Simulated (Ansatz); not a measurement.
**CH₈BNO₃: a ladder of functionals and wavefunction methods**

The task here is to estimate one member of a computed series from the others.

Method: functionals in def2-TZVPP, the program's frozen cores in correlated methods; program: Ansatz 0.2.0, Gaussian basis.

Levels to be run: LDA (SPW92), PBE-D4, revPBE-D4, BLYP-D4, r2SCAN-D4, B97M-V, PBE0-D4, B3LYP-D4, r2SCANh-D4, r2SCAN0-D4, HSE06-D4, BHLYP-D4, CAM-B3LYP-D4, LC-ωPBE, ωB97X-V, ωB97M-V, B2PLYP, PBE-QIDH; CCSD(T)/def2-SVP; CCSD(T)/def2-TZVPP; MP2/def2-QZVPP; extrapolation to the limit; RPA on PBE.

## The geometry

An earlier PBE0-D4 in a triple-zeta def2 set relaxation fixed the geometry.

SMILES `C[NH2+][B-](O)(O)O`, 14 atoms, charge 0, spin multiplicity 1.

Atoms are counted from 1 here; the program's logs count them from 0.

Bond lengths: C1–N2 1.465 Å, C1–H7 1.091 Å, C1–H8 1.089 Å, C1–H9 1.089 Å, N2–B3 1.701 Å, N2–H10 1.015 Å, N2–H11 1.015 Å, B3–O4 1.432 Å, B3–O5 1.434 Å, B3–O6 1.432 Å, O4–H12 0.958 Å, O5–H13 0.958 Å, O6–H14 0.958 Å. Angles: N2–C1–H7 112.0°, N2–C1–H8 108.1°, N2–C1–H9 108.1°, H7–C1–H8 110.1°, H7–C1–H9 109.8°, H8–C1–H9 108.7°, C1–N2–B3 114.7°, C1–N2–H10 111.1°, C1–N2–H11 111.3°, B3–N2–H10 106.0°, B3–N2–H11 106.3°, H10–N2–H11 107.0°, N2–B3–O4 103.7°, N2–B3–O5 102.1°, N2–B3–O6 104.4°, O4–B3–O5 114.9°, O4–B3–O6 114.7°, O5–B3–O6 114.7° and more.

Set-up of the first run:

The input, in.yaml:

```yaml
crystal:
  periodic: [false, false, false]
  atoms:
    - {symbol: C, position_ang: [-0.052258, -1.535021, 0.859495]}
    - {symbol: N, position_ang: [0.745182, -0.553672, 0.120605]}
    - {symbol: B, position_ang: [-0.122408, 0.808413, -0.414806]}
    - {symbol: O, position_ang: [-0.492860, 1.471689, 0.798517]}
    - {symbol: O, position_ang: [0.856589, 1.496653, -1.205136]}
    - {symbol: O, position_ang: [-1.217981, 0.264229, -1.158961]}
    - {symbol: H, position_ang: [0.542717, -2.396673, 1.167494]}
    - {symbol: H, position_ang: [-0.872020, -1.855722, 0.219191]}
    - {symbol: H, position_ang: [-0.466747, -1.041318, 1.736968]}
    - {symbol: H, position_ang: [1.503883, -0.194736, 0.691852]}
    - {symbol: H, position_ang: [1.165011, -0.966328, -0.706443]}
    - {symbol: H, position_ang: [-1.446597, 1.549778, 0.837201]}
    - {symbol: H, position_ang: [0.992375, 2.374299, -0.846288]}
    - {symbol: H, position_ang: [-1.147789, 0.549110, -2.070789]}
basis:
  gaussian: {orbitals: def2-TZVPP}
hamiltonian: {xc: lda}
output: {orbitals: {seedname: orbitals}}
```

Launch:

```bash
$ ansatz run in.yaml --threads 4 --pin off --events-out ev --progress --plain --max-ram 11315MiB
```

Steps of the session up to this table: LDA; PBE-D4 (GGA); revPBE-D4 (GGA); BLYP-D4 (GGA); r2SCAN-D4 (meta-GGA); B97M-V (meta-GGA); B3LYP-D4 (hybrid); r2SCANh-D4 (hybrid); r2SCAN0-D4 (hybrid); HSE06-D4 (hybrid); BHLYP-D4 (hybrid); CAM-B3LYP-D4 (range-separated); LC-ωPBE (range-separated); ωB97X-V (range-separated); ωB97M-V (range-separated); B2PLYP (double hybrid); PBE-QIDH (double hybrid).

One table of the session follows, with a row left open; its other results are not shown here.

It belongs to the step «Orbital energies across the functionals». 

| functional | HOMO (eV) | LUMO (eV) | gap (eV) |
| --- | --- | --- | --- |
| LDA (SPW92) | ? | ? | ? |
| PBE-D4 | -5.97 | -0.26 | 5.71 |
| revPBE-D4 | -5.89 | -0.18 | 5.71 |
| BLYP-D4 | -5.90 | -0.30 | 5.60 |
| r2SCAN-D4 | -6.32 | 0.45 | 6.77 |
| B97M-V | -6.46 | -0.07 | 6.39 |
| PBE0-D4 | -7.63 | 0.59 | 8.21 |
| B3LYP-D4 | -7.39 | 0.22 | 7.60 |
| r2SCANh-D4 | -6.94 | 0.71 | 7.65 |
| r2SCAN0-D4 | -7.89 | 1.07 | 8.95 |
| HSE06-D4 | -7.22 | 0.22 | 7.44 |
| BHLYP-D4 | -9.26 | 1.19 | 10.45 |
| CAM-B3LYP-D4 | -9.14 | 1.33 | 10.47 |
| LC-ωPBE | -10.47 | 2.68 | 13.15 |
| ωB97X-V | -10.14 | 2.45 | 12.59 |
| ωB97M-V | -10.09 | 1.98 | 12.08 |

Estimate the missing values for LDA (SPW92).

As computed: HOMO (eV): -6.17; LUMO (eV): -0.41; gap (eV): 5.76. In the column «HOMO (eV)» it lies between r2SCAN-D4 (-6.32) and PBE-D4 (-5.97).
